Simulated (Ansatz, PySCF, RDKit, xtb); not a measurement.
# C4H11BFN: which of the isomers drawn lies lowest?

A sample of isomers of C4H11BFN is drawn. Aim: find which of them has the lowest free energy at 298.15 K, then its properties. The sample is small against all isomers, and the most stable one of this formula need not be in it.

The funnel: GFN2-xTB relaxations, single points with a density functional, relaxations at B3LYP/def2-SVP, harmonic vibrations (at GFN2-xTB), and a last energy at a higher level. All values are calculated.

**1. Possible bonding patterns**

Isomers were taken from a list of plausible structures; this is a sample, not all of them. That gives 8 candidates.

```tsv
label	SMILES	spin
c292	CC1(C)C[B@H-](F)[NH2+]1	singlet
c524	F[BH2-][NH2+]C1CCC1	singlet
c587	C=C[N+](C)(C)[BH2-]F	singlet
c656	[NH3+][B@H-](F)C1CCC1	singlet
c830	C=C(F)[C@H](C)[BH2-][NH3+]	singlet
c909	[BH3-][NH2+][C@@H]1CC[C@@H]1F	singlet
c913	C[N+]1([BH2-]F)CCC1	singlet
c939	CC(C)N(C)BF	singlet
```

Candidates are built by distance geometry, with a force field where one applies, in up to four conformers (letters a to d).

Q: Predict the outcome of this search (final energies at CCSD(T)/def2-SVP + MP2/def2-TZVPP - MP2/def2-SVP).

| quantity | value |
| --- | --- |
| lowest structure found | CC(C)N(C)BF, singlet |
| next finalist | CC1(C)C[B@H-](F)[NH2+]1, singlet, 17.8 kcal/mol higher in G |
| share at equilibrium, among the finalists | 100.0 % |
| dipole moment (PBE0/def2-SVPD) | 2.58 D |
| HOMO energy (PBE0/def2-SVPD) | -7.30 eV |
| LUMO energy (PBE0/def2-SVPD) | 0.48 eV |
| HOMO–LUMO gap (PBE0/def2-SVPD) | 7.78 eV |
| lowest excitation (TD-PBE0/def2-SVPD) | 6.69 eV (f = 0.002) |
| strongest of the states computed, same level | 7.13 eV (f = 0.174) |
| lowest triplet excitation, same level, Tamm-Dancoff | 5.61 eV |
| vertical ionisation energy | 9.22 eV |
| vertical electron affinity | -1.49 eV (unbound: the value depends on the basis) |
| vertical triplet less singlet | +5.76 eV |

The search ends on `CC(C)N(C)BF`. Among the finalists first place is clear (17.8 kcal/mol); structures outside the list aren't covered. GFN2-xTB, HF/STO-3G, r2SCAN-D4/def2-SVP, B3LYP/def2-SVP, HF/def2-SVP and MP2/def2-SVP already put its bonding pattern lowest among the structures in one piece. 2 minima inside the window were never screened. Lowest found is not proven lowest: the search is finite, and each finalist counts with one conformer. Only 8 drawn patterns were tried, so whole families of isomers are missing, and the result ranks this sample alone.
